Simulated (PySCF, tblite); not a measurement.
# C7H9BO3: geometry, infrared bands and NMR shifts

Aim: predict the infrared bands and NMR shifts of C7H9BO3 (`B1OCC[C@@H](c2ccco2)O1`).

Programs: tblite 0.8.0 and PySCF 2.14.0, with density-fitted response routines of our own. Each step states its level of theory. These are calculated values for one molecule in the gas phase, unless marked as measured. Atoms count from 0, in the outputs and in this text.

### Step 1. Starting geometry

20 atoms, charge 0, multiplicity 1; geometry from: force field or distance geometry start.

Bonds of the start (Å): B0–O1 1.46, O1–C2 1.41, C2–C3 1.50, C3–C4 1.49, C4–C5 1.48, C5–C6 1.40, C6–C7 1.38, C7–C8 1.39, C8–O9 1.32, C4–O10 1.40, O10–B0 1.45, O9–C5 1.31, B0–H11 1.18, C2–H12 1.11, C2–H13 1.12, C3–H14 1.12, C3–H15 1.13, C4–H16 1.12, C6–H17 1.09, C7–H18 1.08, C8–H19 1.09.

### Step 2. Optimising the geometry with GFN2-xTB

Job settings and geometry (Å):

```
{"job": {"kind": "relax", "xc": "GFN2-xTB", "basis": "xTB"}, "charge": 0, "multiplicity": 1}
B     -2.137800     1.501900    -0.484300
O     -2.829900     0.596800     0.428300
C     -2.596300    -0.693600    -0.089900
C     -1.141800    -1.013800    -0.234000
C     -0.340800     0.205700     0.047600
C      1.119700    -0.012300     0.013900
C      2.048100     1.036200     0.105900
C      3.314600     0.486200     0.060400
C      3.109600    -0.881700    -0.066500
O      1.811100    -1.120200    -0.082000
O     -0.738100     1.261900    -0.776300
H     -2.819400     1.944100    -1.346200
H     -3.123300    -0.702000    -1.067100
H     -3.106100    -1.419300     0.590300
H     -0.948900    -1.345200    -1.283900
H     -0.934200    -1.851800     0.495200
H     -0.583100     0.537700     1.091800
H      1.784900     2.092900     0.207700
H      4.234000     1.041900     0.110700
H      3.872700    -1.654700    -0.134400
```

Started as:

```sh
> OMP_NUM_THREADS=1 python probes_run.py task.json out
```

One launch serves the whole session: the jobs run in the order shown.

**Question.** This job is followed by: GFN2-xTB harmonic vibrations, gas phase; GIAO PBE0/pcSseg-1 NMR shielding, non-relativistic, gas phase. What will the session give for the following? strongest single infrared mode (GFN2-xTB); zero-point energy (GFN2-xTB); 13C shifts against TMS (PBE0/pcSseg-1); 1H shifts against TMS (PBE0/pcSseg-1); 11B shifts against BF3·OEt2 (PBE0/pcSseg-1); 17O shifts against H2O (PBE0/pcSseg-1); surface potential, 1st and 99th percentile.

**Answer**, as computed:

```
                                   quantity                                                     value
  strongest single infrared mode (GFN2-xTB)                                     1237 cm⁻¹, 325 km/mol
               zero-point energy (GFN2-xTB)                                             96.3 kcal/mol
     13C shifts against TMS (PBE0/pcSseg-1)          163.6, 145.9, 117.8, 112.6, 71.9, 64.6, 40.7 ppm
      1H shifts against TMS (PBE0/pcSseg-1)  7.47, 6.72, 6.71, 5.23, 4.35, 4.32, 4.14, 2.10, 1.74 ppm
11B shifts against BF3·OEt2 (PBE0/pcSseg-1)                                                  23.5 ppm
     17O shifts against H2O (PBE0/pcSseg-1)                                   296.0, 140.9, 130.9 ppm
      surface potential, 1st and 99th percentile                                        -1.33 V and 1.05 V
```

Over 140 steps the energy fell by 1.780 eV; of the close pairs, B0–O1 changed most, 1.460 to 1.350 Å. No mode is imaginary among the 54: a minimum at this level. The strongest single mode, at 1237 cm⁻¹, is spread over many atoms; the largest shares are those of B0, H15. GFN2-xTB is a fitted tight-binding method: band positions and strengths are rough. Its intensities can rank the bands wrongly. At PBE0/pcSseg-1: Shielding is most anisotropic at O9 (span 344 ppm, paramagnetic term -358 ppm). NICS(1)zz of -26 ppm above the planar ring from C5 marks a diatropic (aromatic) ring current.
